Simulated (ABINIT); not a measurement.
Runs of ABINIT 10.8.3 (patched build) on NbSi. The structure is cubic, space group Fm-3m (No. 225). Conventional cell: a = 5.148 Å, b = 5.148 Å, c = 5.148 Å, α = 90.00°, β = 90.00°, γ = 90.00°. Around Nb (site symmetry m-3m) lie 6 Si at 2.57 Å. Around Si (site symmetry m-3m) lie 6 Nb at 2.57 Å. The cell was built by a generator and needn't be a form met in nature.

```csv
task,level,potentials or basis,k mesh,cutoff (eV),bands in the sums,broadening (eV),scissor shift (eV),tensor components,fine-grid cutoff,gap on the mesh (eV),pressure (GPa)
single point,PBE+D2,SPMS NC PBE v1.0,7 × 7 × 7,707,-,-,-,-,-,none,-6.3
optical spectrum,LDA-PZ,PseudoDojo NC SR LDA v0.4 stringent,"6 × 6 × 6, with 4 shifts",1007,14,0.2,0,[11],-,-,-7.7
single point,PBE+D3,JTH PAW PBE v2.0,7 × 7 × 7,435,-,-,-,-,870.764 eV,none,-3.2
positron lifetime,LDA,JTH PAW LDA v2.0,6 × 6 × 6,435,-,-,-,-,870.764 eV,none,(b)
phonons,PBE+D2,SPMS NC PBE v1.0,"4 × 4 × 4, with 4 shifts",707,-,-,-,-,-,-,(a)
```

Alike in all rows: no spin polarisation; cell as given; smearing fermi-dirac 0.05 eV.

**Question.** Estimate the missing entries.

**Answer.** (a) -6.5; (b) -7.2.

Caveats: pairwise dispersion overbinds metals, which lowers pressure and volume (some runs); the intraband (Drude) term is left out (some runs); spectra need much finer meshes, so this one isn't converged (some runs); the PAW basis is incomplete for the positron (some runs); the mesh is coarse for a metal's response (some runs); the cell is more than 3 GPa from zero pressure, which shifts response properties (some runs).

A k mesh can miss the band edges, and the runs leave out spin-orbit coupling on Nb.

A gap of «none» marks a metal or a gap under the smearing width.

Not every run made on this cell is shown here.
